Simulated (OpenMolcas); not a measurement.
**Ru³⁺ with 2 ligands (ammonia): CASSCF and CASPT2 levels and susceptibility**

Which state of Ru³⁺ lies lowest among these ligands, how large is the field, and what χT follows?

Program: OpenMolcas 26.06. Level of theory: state-averaged CASSCF and CASPT2, spin-orbit coupling by RASSI with atomic mean-field integrals. These are calculated values, not measurements, unless marked.

## 1. What is computed

* Species: Ru³⁺ (ruthenium, Z = 44, 41 electrons)
* Basis: ANO-RCC-VDZP [6s5p3d1f], 101 functions with the ligands
* Scalar Hamiltonian: DKH2, point nucleus
* Inactive shells: 1s 2s 2p 3s 3p 3d 4s 4p of the metal, and all ligand shells
* Active space: 5 electrons in 5 orbitals (4d)
* Some configurations of this space: 4d⁵
* Orbitals: optimised for each spin and parity, averaged over all roots

The outer shells:

4d5
```
4d [↑ ][↑ ][↑ ][↑ ][↑ ]
```

Ru³⁺ is taken with 2 ligands (ammonia) in linear coordination (D3d) at 1.92 Å. Ligand basis ANO-RCC-VDZP. The distances are assumed, not relaxed.

```xyz
9

Ru    0.0000    0.0000    0.0000
N     0.0000    0.0000    1.9200
H     0.9457    0.0000    2.3021
H    -0.4729    0.8190    2.3021
H    -0.4729   -0.8190    2.3021
N     0.0000    0.0000   -1.9200
H    -0.9457    0.0000   -2.3021
H     0.4729   -0.8190   -2.3021
H     0.4729    0.8190   -2.3021
```

Each step is its own input file, run in one work folder so that later steps find the files of earlier ones. Labels, J, g values, rates, χT and fits are worked out afterwards by a script from the matrices that RASSI stores.

## 2. One- and two-electron integrals

File a.inp:

```
&GATEWAY
Coord
9

Ru 0.0 0.0 0.0
N 0.000000 0.000000 1.920000
H 0.945728 0.000000 2.302099
H -0.472864 0.819024 2.302099
H -0.472864 -0.819024 2.302099
N 0.000000 0.000000 -1.920000
H -0.945728 0.000000 -2.302099
H 0.472864 -0.819024 -2.302099
H 0.472864 0.819024 -2.302099
Basis=Ru.ANO-RCC-VDZP,H.ANO-RCC-VDZP,N.ANO-RCC-VDZP
Group=XYZ
NoMove
AngMom=0.0 0.0 0.0
AMFI
RICD
&SEWARD
```

Command:

```console
$ OMP_NUM_THREADS=1 MOLCAS_MEM=2457 MOLCAS_PROJECT=a pymolcas a.inp > a.log
```

## 3. Reference wave functions, sextets of even parity, 1 root

File a.inp:

```
&RASSCF
FileOrb=start.orb
Symmetry=1
Spin=6
nActEl=5 0 0
Inactive=14 14
Ras2=5 0
CIRoot=1 1 1
SDav=1
CIMx=300
Iter=150 100
PrWF=0.3
OrbListing=Nothing
MaxOrb=0
LevShft=1.0
>>> COPY $Project.JobIph JOB001
```

start.orb holds start orbitals that the driver prepared beforehand, or those of the step before.

## 4. Reference wave functions, quartets of even parity, 24 roots

File a.inp:

```
&RASSCF
FileOrb=start.orb
Symmetry=1
Spin=4
nActEl=5 0 0
Inactive=14 14
Ras2=5 0
CIRoot=24 24 1
SDav=24
CIMx=300
Iter=150 100
PrWF=0.3
OrbListing=Nothing
MaxOrb=0
LevShft=1.0
>>> COPY $Project.JobIph JOB002
```

## 5. CASSCF: doublets of even parity, 75 roots

File a.inp:

```
&RASSCF
FileOrb=start.orb
Symmetry=1
Spin=2
nActEl=5 0 0
Inactive=14 14
Ras2=5 0
CIRoot=75 75 1
SDav=75
CIMx=300
Iter=150 100
PrWF=0.3
OrbListing=Nothing
MaxOrb=0
LevShft=1.0
>>> COPY $Project.JobIph JOB003
```

## 6. RASSI: spin-orbit coupling between the states

File a.inp:

```
&RASSI
NrOfJobIphs=3 1 24 75
1
1 2 3 4 5 6 7 8 9 10 11 12 13 14 15 16 17 18 19 20 21 22 23 24
1 2 3 4 5 6 7 8 9 10 11 12 13 14 15 16 17 18 19 20 21 22 23 24 25 26 27
28 29 30 31 32 33 34 35 36 37 38 39 40 41 42 43 44 45 46 47 48 49 50 51
52 53 54 55 56 57 58 59 60 61 62 63 64 65 66 67 68 69 70 71 72 73 74 75
IphNames
JOB001
JOB002
JOB003
EJob
SpinOrbit
DIPRint=1.0
SOCoupling=1000.0
Subsets=2
Property=9
'ANGMOM' 1 'ANGMOM' 2 'ANGMOM' 3 'MLTPL  1' 1 'MLTPL  1' 2 'MLTPL  1' 3
'AMFI' 1 'AMFI' 2 'AMFI' 3
SOProperty=3
'ANGMOM' 1 'ANGMOM' 2 'ANGMOM' 3
```

## 7. CASPT2: IPEA 0.25, imaginary shift 0.1 (closed shells correlated: 4s 4p of the metal, with ligand shells; the Frozen line counts the rest)

File a.inp:

```
>>> COPY JOB001 $Project.JobIph
&CASPT2
Multistate=1 1
Frozen=9 7
IPEA=0.25
Imaginary=0.1
MaxIter=60
WThr=0.0 0.3 0.05
PrWF=0.5
NoMix
>>> COPY JOB002 $Project.JobIph
&CASPT2
Multistate=24 1 2 3 4 5 6 7 8 9 10 11 12 13 14 15 16 17 18 19 20 21 22
23 24
NoMult
Frozen=9 7
IPEA=0.25
Imaginary=0.1
MaxIter=60
WThr=0.0 0.3 0.05
PrWF=0.5
NoMix
>>> COPY JOB003 $Project.JobIph
&CASPT2
Multistate=75 1 2 3 4 5 6 7 8 9 10 11 12 13 14 15 16 17 18 19 20 21 22
23 24 25 26 27 28 29 30 31 32 33 34 35 36 37 38 39 40 41 42 43 44 45 46
47 48 49 50 51 52 53 54 55 56 57 58 59 60 61 62 63 64 65 66 67 68 69 70
71 72 73 74 75
NoMult
Frozen=9 7
IPEA=0.25
Imaginary=0.1
MaxIter=60
WThr=0.0 0.3 0.05
PrWF=0.5
NoMix
```

(Steps that only read results are left out.)

What does the calculation give? Wanted: spin-free ground state; lowest level; next level.

**Answer**, as computed:

| quantity | value |
| --- | --- |
| method | SS-CASPT2, IPEA 0.25, imaginary shift 0.1 (closed shells correlated: 4s 4p of the metal, with ligand shells; the Frozen line counts the rest) |
| spin-free ground state | sextet, 1-fold in its orbital part |
| lowest level | 2-fold, g = 0.10, 0.10, 9.94 |
| next level | 100.4 cm⁻¹ |
| χT at 300 K | 3.89 cm³ K/mol |
| effective moment at 300 K | 5.57 μB |

Cost by method:

```csv
method,time of its own steps,time with the reference
A. CASSCF,33 s,33 s
"B. SS-CASPT2, IPEA 0.25, imaginary shift 0.1, +4s 4p",67 s,100 s
```

Times are of one thread on a shared host.

In words: The spin-free ground state (sextet) comes to 100 % from free-ion S terms and keeps the highest spin of the shell. χT at 300 K is 3.89, against 4.39 cm³ K/mol for the spin alone, so spin-orbit coupling lowers it. An active space of the d shell alone favours high spin; real ions in strong fields can be low spin. CASPT2 does not keep the components of a term degenerate, and the means are used. With metal d orbitals alone active, the gaps between spin states are rough; where two lie within a few thousand cm-1, their order is open.
